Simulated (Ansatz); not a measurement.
# HgF3, space group Fm-3m: a supercell folding check

Program: the Python package of Ansatz (0.2.0).

The script, `hgf3_fold.py`:
```python
import ansatz as az
from tabulate import tabulate

SMEARING = "methfessel_paxton"
SIGMA = 0.1
EXTRA_BANDS = 16
CUTOFF = 260


def main() -> None:
    lattice = az.Lattice.of(
        [0.0, 2.86317, 2.86317],
        [2.86317, 0.0, 2.86317],
        [2.86317, 2.86317, 0.0],
    )
    sites = [
        ("Hg", [0.0, 0.0, 0.0]),
        ("F", [0.25, 0.25, 0.25]),
        ("F", [0.75, 0.75, 0.75]),
        ("F", [0.5, 0.5, 0.5]),
    ]
    hgf3 = az.Crystal(lattice=lattice)
    for symbol, position in sites:
        hgf3 = hgf3.atom(symbol, position)

    mesh = (6, 6, 6)
    rows = []
    for repeats in [(1, 1, 1), (2, 1, 1)]:
        setup = (
            hgf3.supercell(*repeats).calculation()
            .occupations(SMEARING, width=SIGMA)
            .scf(extra_bands=EXTRA_BANDS)
            .accuracy("medium")
            .functional(az.Functional.PBESOL)
            .basis(CUTOFF, density_ratio=4)
            .kpoints(*(k // n for k, n in zip(mesh, repeats)))
        )
        data = setup.run(threads=1).report
        n = len(data["lattice"]["sites"])
        rows.append((repeats, n, data["free_energy_ev"] / n, data["fermi_energy_ev"], data["n_kpoints"], data["n_symmetry_ops"]))
    print(tabulate(rows, headers=["repeats", "atoms", "F/atom eV", "Fermi level eV", "k-points", "symmetry operations"], floatfmt=".4f", tablefmt="plain"))


if __name__ == "__main__":
    main()
```

```console
$ python hgf3_fold.py
DeckWarning: basis.ecutwfc = 260 eV is below the records' recommended 420 eV, and the density's cutoff is lower with it unless basis.ecutrho_ratio is high enough to keep the records' density cutoff: compare with a run at a higher cutoff
DeckWarning: basis.ecutrho_ratio = 4 (ecutrho = 1040 eV) is below the records' recommended 1680 eV
repeats      atoms    F/atom eV    Fermi level eV    k-points    symmetry operations
(1, 1, 1)        4   -4014.1702            6.8119          16                     48
(2, 1, 1)        8   -4014.1702            6.8119          16                     24
```
(Warnings from the package without file and line.)

Notes:
- These settings explore the input space; cutoff and mesh may be short of convergence.
- The cutoff lies under the one recommended for these potentials.
- The cell holds an odd number of electrons and is run without spin, so a magnetic state may lie lower.
- The mesh is modest for a metal, so energies can be off by several to tens of meV an atom and pressures by half a GPa or more; differences at equal mesh fare better.
- Spin-orbit coupling, which matters for elements this heavy, is left out.
- This cell is a computed structure, which may not be the phase found in nature.
- The count of operations in a supercell holds its pure translations too, and an uneven repeat can lower the point group.
- Run time: 3.2 s on 1 thread of Arm Neoverse V1 (shared host), peak memory 0.37 GiB.

(Lines on the test bed's own set-up are left out of the output.)
